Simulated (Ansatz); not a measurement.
# C4H10OSi: the cost of one run

Program: Ansatz 0.2.0. Level of theory: RKS B3LYP-D4/STO-3G. These are calculated values, not measurements.

## (1) The structure to begin with

Bond lengths (14 of 15 bonds, heavy atoms first): C1–C2 1.527 Å, C2–C3 1.345 Å, C3–O4 1.344 Å, C3–C5 1.521 Å, C5–Si6 1.873 Å, C1–H7 1.122 Å, C1–H8 1.082 Å, C1–H9 1.033 Å, C2–H10 1.095 Å, O4–H11 1.028 Å, C5–H12 1.138 Å, C5–H13 1.043 Å, Si6–H14 1.463 Å, Si6–H15 1.501 Å. Angles (14 of 25 angles, heavy atoms first): C1–C2–C3 128.4°, C2–C3–O4 121.9°, C2–C3–C5 125.1°, O4–C3–C5 112.2°, C3–C5–Si6 114.6°, C1–C2–H10 113.6°, C3–C2–H10 118.0°, C2–C1–H7 110.6°, C2–C1–H8 107.7°, C2–C1–H9 109.3°, C3–O4–H11 109.8°, C3–C5–H12 108.0°, C3–C5–H13 112.8°, Si6–C5–H12 108.0°.

Structure file:

```xyz
16

C     0.6181   -2.0224   -0.6980
C    -0.1373   -1.4426    0.4958
C    -0.2016   -0.1618    0.9017
O    -0.7877    0.1881    2.0596
C     0.5551    0.9952    0.2671
Si   -0.4826    2.0922   -0.8406
H     1.0416   -1.2003   -1.3335
H    -0.1030   -2.5161   -1.3361
H     1.3659   -2.6490   -0.3583
H    -0.6704   -2.1960    1.0852
H    -1.2829   -0.6205    2.4578
H     0.9785    1.6397    1.1040
H     1.3825    0.6830   -0.2864
H     0.3238    3.1933   -1.3683
H    -0.9901    1.2753   -1.9933
H    -1.6329    2.7193   -0.1123
```

## (2) Preparing the start

input.yaml

```yaml
crystal:
  periodic: [false, false, false]
  atoms:
    - { symbol: C, position_ang: [0.6181, -2.0224, -0.698] }
    - { symbol: C, position_ang: [-0.1373, -1.4426, 0.4958] }
    - { symbol: C, position_ang: [-0.2016, -0.1618, 0.9017] }
    - { symbol: O, position_ang: [-0.7877, 0.1881, 2.0596] }
    - { symbol: C, position_ang: [0.5551, 0.9952, 0.2671] }
    - { symbol: Si, position_ang: [-0.4826, 2.0922, -0.8406] }
    - { symbol: H, position_ang: [1.0416, -1.2003, -1.3335] }
    - { symbol: H, position_ang: [-0.103, -2.5161, -1.3361] }
    - { symbol: H, position_ang: [1.3659, -2.649, -0.3583] }
    - { symbol: H, position_ang: [-0.6704, -2.196, 1.0852] }
    - { symbol: H, position_ang: [-1.2829, -0.6205, 2.4578] }
    - { symbol: H, position_ang: [0.9785, 1.6397, 1.104] }
    - { symbol: H, position_ang: [1.3825, 0.683, -0.2864] }
    - { symbol: H, position_ang: [0.3238, 3.1933, -1.3683] }
    - { symbol: H, position_ang: [-0.9901, 1.2753, -1.9933] }
    - { symbol: H, position_ang: [-1.6329, 2.7193, -0.1123] }
basis:
  gaussian: { orbitals: STO-3G }
hamiltonian:
  xc: b3lyp
  dispersion: d4
relax:
  f_tol: 0.02
  max_steps: 40
```

Run with:

```bash
$ ansatz run input.yaml --threads 1 --pin off --max-ram 2048MiB --backend cpu --events-out ev --progress --plain --runs-dir out
```

What time and memory should one allow on 1 thread of an x86-64 CPU, shared host?

About 69 s, with a peak of 0.17 GiB.
